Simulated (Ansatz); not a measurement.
# TiNH2F2 (doublet): from a generated start to a stationary point

Aim: relax a generated start of TiNH2F2 (doublet) and see which bonds hold.

Program: Ansatz 0.2.0, Gaussian basis. Level of theory: UKS PBE0/def2-SVP. These are calculated values, not measurements.

20 further runs of the same task are left out: 2 that didn't finish, 18 set aside as unsound or not needed.

## Step 1: The starting structure

6 atoms, charge 0, spin multiplicity 2.

Atoms are counted from 1 here; the program's logs count them from 0.

Bond lengths: N1–Ti2 1.998 Å, N1–H5 1.103 Å, N1–H6 1.043 Å, Ti2–F3 1.866 Å, Ti2–F4 1.933 Å. Angles: Ti2–N1–H5 108.4°, Ti2–N1–H6 109.1°, H5–N1–H6 103.0°, N1–Ti2–F3 112.0°, N1–Ti2–F4 109.6°, F3–Ti2–F4 107.6°.

Coordinates:

```xyz
6
charge 0, multiplicity 2
N    -0.4746    1.0983    0.5476
Ti    0.4480   -0.5222   -0.1707
F    -0.6895   -1.5665   -1.2181
F     1.9345    0.0169   -1.2827
H    -0.9008    1.6612   -0.2998
H    -1.3203    0.8017    1.0815
```

The start is a generated structure. Sticks and bond lists go by distance. 

## Step 2: Relaxation

File in.yaml:

```yaml
crystal:
  periodic: [false, false, false]
  atoms:
    - {symbol: N, position_ang: [-0.474600, 1.098300, 0.547600]}
    - {symbol: Ti, position_ang: [0.448000, -0.522200, -0.170700]}
    - {symbol: F, position_ang: [-0.689500, -1.566500, -1.218100]}
    - {symbol: F, position_ang: [1.934500, 0.016900, -1.282700]}
    - {symbol: H, position_ang: [-0.900800, 1.661200, -0.299800]}
    - {symbol: H, position_ang: [-1.320300, 0.801700, 1.081500]}
basis:
  gaussian: {orbitals: def2-SVP}
magnetization: {spin_polarized: true, initial_magnetization: 1}
hamiltonian: {xc: pbe0}
relax: {f_tol: 0.01, max_steps: 150}
```

On the command line:

```bash
$ ansatz run in.yaml --threads 2 --pin off --events-out ev --progress --plain --max-ram 34560MiB --backend cuda --devices 0, --max-vram 37GiB
```

Before running it: what results should come out? Wanted: energy gained; shift from the start; total energy; dipole moment; ⟨S²⟩.

The runs gave:

```
                  quantity           value
                     steps               8
             energy gained        1.311 eV
shift from the start (rms)         0.565 Å
              total energy  -30055.1295 eV
             dipole moment          2.49 D
                      ⟨S²⟩           0.755
```

**Reading.** The bonds of the start are those of the end. Ti2–F4 went from 1.933 to 1.764 Å. No vibrations were run, so this is a stationary point, not a proven minimum, and this spin need not be the ground state's.
